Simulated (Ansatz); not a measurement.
# ClH₈NOSi₃: one species, many methods

The task here is to estimate one member of a computed series from the others.

Computed with Ansatz 0.2.0, Gaussian basis. Level: functionals in def2-TZVPP, the program's frozen cores in correlated methods.

Levels to be run: PBE-D4, r2SCAN-D4, PBE0-D4, B3LYP-D4, ωB97X-V, ωB97M-V, B2PLYP; CCSD(T)/def2-TZVPP; MP2/def2-QZVPP; extrapolation to the limit.

## Structure used throughout

An earlier PBE0-D4 in a triple-zeta def2 set relaxation fixed the geometry.

SMILES `N[Si]([SiH3])(Cl)O[SiH3]`, 14 atoms, charge 0, spin multiplicity 1.

Atoms are counted from 1 here; the program's logs count them from 0.

Bond lengths: N1–Si2 1.705 Å, N1–H7 1.007 Å, N1–H8 1.006 Å, Si2–Si3 2.333 Å, Si2–Cl4 2.064 Å, Si2–O5 1.628 Å, Si3–H9 1.487 Å, Si3–H10 1.486 Å, Si3–H11 1.490 Å, O5–Si6 1.647 Å, Si6–H12 1.484 Å, Si6–H13 1.482 Å, Si6–H14 1.485 Å. Angles: Si2–N1–H7 121.8°, Si2–N1–H8 120.7°, H7–N1–H8 112.4°, N1–Si2–Si3 117.1°, N1–Si2–Cl4 104.2°, N1–Si2–O5 110.1°, Si3–Si2–Cl4 108.5°, Si3–Si2–O5 106.6°, Cl4–Si2–O5 110.3°, Si2–Si3–H9 109.5°, Si2–Si3–H10 111.1°, Si2–Si3–H11 109.5°, H9–Si3–H10 109.3°, H9–Si3–H11 108.5°, H10–Si3–H11 108.9°, Si2–O5–Si6 138.7°, O5–Si6–H12 110.7°, O5–Si6–H13 107.5° and more.

Set-up of the first run:

File in.yaml:

```yaml
crystal:
  periodic: [false, false, false]
  atoms:
    - {symbol: N, position_ang: [-1.092994, -0.150572, 1.487866]}
    - {symbol: Si, position_ang: [-0.610070, -0.095815, -0.146348]}
    - {symbol: Si, position_ang: [-1.006641, 1.889441, -1.306260]}
    - {symbol: Cl, position_ang: [-1.691897, -1.606937, -1.044485]}
    - {symbol: O, position_ang: [0.985769, -0.395270, -0.268080]}
    - {symbol: Si, position_ang: [2.103582, -1.425709, 0.365925]}
    - {symbol: H, position_ang: [-0.764323, 0.522989, 2.160491]}
    - {symbol: H, position_ang: [-1.977245, -0.553508, 1.748986]}
    - {symbol: H, position_ang: [-2.466860, 2.171725, -1.323212]}
    - {symbol: H, position_ang: [-0.507990, 1.802360, -2.703781]}
    - {symbol: H, position_ang: [-0.315753, 3.015291, -0.617360]}
    - {symbol: H, position_ang: [1.561869, -2.805605, 0.443126]}
    - {symbol: H, position_ang: [3.290091, -1.397972, -0.522290]}
    - {symbol: H, position_ang: [2.492462, -0.970410, 1.725401]}
basis:
  gaussian: {orbitals: def2-TZVPP}
hamiltonian: {xc: pbe, dispersion: d4}
output: {forces: true, orbitals: {seedname: orbitals}}
```

Launch:

```console
> ansatz run in.yaml --threads 2 --pin off --events-out ev --progress --plain --max-ram 32768MiB --backend cuda --devices 0, --max-vram 18GiB
```

Among the steps run: PBE-D4 (GGA); r2SCAN-D4 (meta-GGA); PBE0-D4 (hybrid); B3LYP-D4 (hybrid); ωB97X-V (range-separated); ωB97M-V (range-separated); B2PLYP (double hybrid); CCSD(T) in def2-TZVPP; MP2 in def2-QZVPP.

One of the session's tables, all rows but one given; the rest of the session is left out.

| method | atomisation energy (kJ/mol) |
| --- | --- |
| PBE-D4 | 4700.1 |
| r2SCAN-D4 | 4704.6 |
| PBE0-D4 | 4654.2 |
| B3LYP-D4 | 4702.9 |
| ωB97X-V | 4750.5 |
| ωB97M-V | 4726.8 |
| B2PLYP | 4640.5 |
| HF/def2-TZVPP | 3464.4 |
| MP2/def2-TZVPP | 4622.7 |
| CCSD/def2-TZVPP | 4519.8 |
| CCSD(T)/def2-TZVPP | 4578.3 |
| MP2/CBS | ? |
| CCSD(T)/CBS | 4727.4 |

Q: Estimate the row for MP2/CBS from the others.

The run gave: atomisation energy (kJ/mol): 4771.9. In the column «atomisation energy (kJ/mol)» it is the highest.

Caveats from the session: Free atoms (1 N, 3 Si, 1 Cl, 1 O, 8 H) were run apart at each level; the atomisation energy is their sum less the molecule, without zero-point or spin-orbit terms.
